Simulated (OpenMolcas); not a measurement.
# GaBr (SMILES [Ga][Br]) at 6 levels

Aim: a comparison of 6 runs (B3LYP/6-31G*, BHLYP/aug-cc-pVTZ, PBE/aug-cc-pVTZ, revPBE/aug-cc-pVTZ, MP2/aug-cc-pVTZ, CCSD(T)/aug-cc-pVTZ) of GaBr. 

The results are computed with OpenMolcas 26.06.

1 further run of the same task is left out (set aside as unsound or not needed).

### 1 Starting point

GaBr has 2 atoms, charge 0, and is taken as a singlet. As SMILES, `[Ga][Br]`. The coordinates come from a PBE0-D4/def2-TZVP relaxation.

Bond lengths: Ga1–Br2 2.374 Å.

### 2 Energy and forces at B3LYP/6-31G(d) (spherical functions) (run 1)

Contents of run.input:

```
* BrGa Kohn-Sham DFT

&GATEWAY
 BasLib
 $CurrDir
 Coord
 2
 bohr
 Ga     0.00000000     0.00000000     0.02613491
 Br     0.00000000     0.00000000     4.51289275
 Basis
 6-31Gs
 Group
 NoSym

&SEWARD
 GridInput
 Grid=UltraFine
 End of Grid

&SCF
 KSDFT
 B3LYP
 Thresholds
 1e-10 1e-07 1e-07 1e-05
 PrOrbitals
 1

&ALASKA
```

The basis set 6-31G* is read from a file made from the Basis Set Exchange's data (not shown).

The run is started by

```
$ export MOLCAS_MEM=1860
$ pymolcas run.input > run.log
```

What it wrote:

```text
--- Start Module: gateway ---
[...]
--- Stop Module: gateway /rc=_RC_ALL_IS_WELL_ ---
[...]
      Basis functions           64
[...]
--- Start Module: scf ---
[...]
       Convergence after  15 Iterations
[...]
::    Total KS-DFT energy                           -4498.5740246652
[...]
      Total spin, S                                     0.0000000000
[...]
      Total electronic charge=   66.000000
      Total            charge=   -0.000000
[...]
      Dipole Moment (debye):
      Origin of the operator (angstrom)=    0.0000    0.0000    1.2812
                   X=  1.2521E-14               Y= -4.1887E-15               Z= -2.4220E+00           Total=  2.4220E+00
      Quadrupole Moment (debye*angstrom):
[...]
--- Stop Module: scf /rc=_RC_ALL_IS_WELL_ ---
[...]
--- Start Module: alaska ---
[...]
 *              Molecular gradients               *
 **************************************************
  Irreducible representation: a
 ------------------------------------------------------------------------------------------
                              X                       Y                       Z
 ------------------------------------------------------------------------------------------
  GA1               1.43560844298669E-16    1.56917335362277E-16    6.96167909760703E-03
  BR2              -1.45058398549414E-16   -1.62297662173459E-16   -6.96167909759282E-03
 ------------------------------------------------------------------------------------------
--- Stop Module: alaska /rc=_RC_ALL_IS_WELL_ ---
[...]
```

It took 9 s on 1 thread of Intel Xeon 6975P-C (Granite Rapids), shared host; peak memory 0.59 GiB.

### 3 Energy and forces at BHLYP/aug-cc-pVTZ (run 2)

Contents of struct.xyz:

```xyz
2

Ga     0.000000     0.000000     0.013830
Br     0.000000     0.000000     2.388120
```

Contents of job.inp:

```
* BrGa Kohn-Sham DFT

&GATEWAY
 BasLib=$CurrDir
 Coord=struct.xyz
 Basis=aug-cc-pVTZ
 Group=NoSym

&SEWARD
 GridInput
 Grid=UltraFine
 End of Grid

&SCF
 KSDFT=HYB_GGA_XC_BHANDHLYP
 Thresholds=1e-10 1e-07 1e-07 1e-05
 PrOrbitals=1 2

&ALASKA
```

The basis set aug-cc-pVTZ is read from a file made from the Basis Set Exchange's data (not shown).

The run is started by

```
$ export MOLCAS_MEM=1860
$ pymolcas job.inp > job.log
```

What it wrote:

```text
--- Start Module: gateway ---
[...]
--- Stop Module: gateway /rc=_RC_ALL_IS_WELL_ ---
[...]
      Basis functions          118
[...]
--- Start Module: scf ---
[...]
       Convergence after  12 Iterations
[...]
::    Total KS-DFT energy                           -4499.1310153346
[...]
      Total spin, S                                     0.0000000000
[...]
      Total electronic charge=   66.000000
      Total            charge=   -0.000000
[...]
      Dipole Moment (debye):
      Origin of the operator (angstrom)=    0.0000    0.0000    1.2812
                   X=  1.6142E-14               Y=  3.8363E-15               Z= -2.6737E+00           Total=  2.6737E+00
      Quadrupole Moment (debye*angstrom):
[...]
--- Stop Module: scf /rc=_RC_ALL_IS_WELL_ ---
[...]
--- Start Module: alaska ---
[...]
 *              Molecular gradients               *
 **************************************************
  Irreducible representation: a
 ------------------------------------------------------------------------------------------
                              X                       Y                       Z
 ------------------------------------------------------------------------------------------
  GA1              -8.33652944105828E-15    9.70876107525656E-15    2.14649927097810E-03
  BR2               8.33499797984705E-15   -9.70773105546924E-15   -2.14649927100652E-03
 ------------------------------------------------------------------------------------------
--- Stop Module: alaska /rc=_RC_ALL_IS_WELL_ ---
[...]
```

Wall time 38 s (1 thread of Intel Xeon 6975P-C (Granite Rapids), shared host); peak memory 0.74 GiB.

Runs 3 to 5 aren't shown in full; the table further down has their settings and results.

### 4 A single-point energy at CCSD(T)/aug-cc-pVTZ (Cholesky decomposition) (run 6)

Contents of mol.xyz:

```xyz
2

Ga     0.000000     0.000000     0.013830
Br     0.000000     0.000000     2.388120
```

Contents of test.input:

```
>>> EXPORT MOLCAS_PRINT=2

&GATEWAY
  BASLIB = $CurrDir
  COORD = mol.xyz
  BASIS = aug-cc-pVTZ
  GROUP = NoSym

&SEWARD
  HIGH

&SCF
  THRESHOLDS = 1e-10 1e-07 1e-07 1e-05
  PRORBITALS = 1 2

&CHCC
  FROZEN = 18
  THRESHOLD = 1e-08
  MAXITERATIONS = 80

&CHT3
  FROZEN = 18
```

The basis set aug-cc-pVTZ is read from a file made from the Basis Set Exchange's data (not shown).

The run is started by

```
$ export MOLCAS_MEM=1860
$ pymolcas test.input > test.log
```

What it wrote:

```text
--- Start Module: gateway ---
[...]
--- Stop Module: gateway /rc=_RC_ALL_IS_WELL_ ---
[...]
      Basis functions          118
[...]
       Convergence after  12 Iterations
[...]
::    Total SCF energy                              -4495.8258046962
[...]
      Total spin, S                                     0.0000000000
[...]
      Total electronic charge=   66.000000
      Total            charge=   -0.000000
[...]
      Dipole Moment (debye):
      Origin of the operator (angstrom)=    0.0000    0.0000    1.2812
                   X=  4.4884E-13               Y=  3.1168E-14               Z= -2.5829E+00           Total=  2.5829E+00
      Quadrupole Moment (debye*angstrom):
[...]
--- Start Module: chcc ---
[...]
--- Stop Module: chcc /rc=_RC_ALL_IS_WELL_ ---
[...]
--- Start Module: cht3 ---
[...]
--- Stop Module: cht3 /rc=_RC_ALL_IS_WELL_ ---
[...]
```

Wall time 5.3 min (1 thread of Intel Xeon 6975P-C (Granite Rapids), shared host); peak memory 0.25 GiB.

### 5 The series

```csv
run,level,task,integration grid,energy (Eh),dipole moment (D) of the reference,HOMO energy (eV),LUMO energy (eV),wall time
1,B3LYP/6-31G* (spherical functions),gradient,UltraFine,-4498.574025,2.42,-7.20,-2.05,9 s
2,BHLYP/aug-cc-pVTZ,gradient,UltraFine,-4499.131015,2.67,-8.19,-1.15,38 s
3,PBE/aug-cc-pVTZ,gradient,UltraFine,-4498.481991,2.34,-6.40,-2.54,40 s
4,revPBE/aug-cc-pVTZ,gradient,UltraFine,-4498.799332,2.32,-6.34,-2.47,40 s
5,MP2/aug-cc-pVTZ,energy,–,-4496.182652,2.58,-9.34,0.42,9.9 s
6,CCSD(T)/aug-cc-pVTZ (Cholesky decomposition),energy,–,-4496.215608,2.58,-9.34,0.42,5.3 min
```

### 6 Results

| quantity | value |
| --- | --- |
| run 6: total energy | -4496.21561 Eh |
| run 6: dipole moment (mean-field density) | 2.58 D |
| run 6: HOMO energy (Hartree–Fock orbitals) | -9.34 eV |
| run 6: LUMO energy (Hartree–Fock orbitals) | 0.42 eV |
| run 6: HOMO–LUMO gap (Hartree–Fock orbitals) | 9.77 eV |
| run 6: correlation energy (18 core orbitals frozen) | -389.8 mEh |
| run 6: (T) correction | -18.29 mEh |

What this shows: Over runs 1, 2, 3, 4 the dipole moment (its size) runs from 2.32 D (revPBE/aug-cc-pVTZ) to 2.67 D (BHLYP/aug-cc-pVTZ). Over runs 1, 2, 3, 4 the HOMO–LUMO gap runs from 3.86 eV (PBE/aug-cc-pVTZ) to 7.03 eV (BHLYP/aug-cc-pVTZ). Totals of different functionals can't be ranked against each other. All runs together took 7.6 min, the longest 5.3 min.
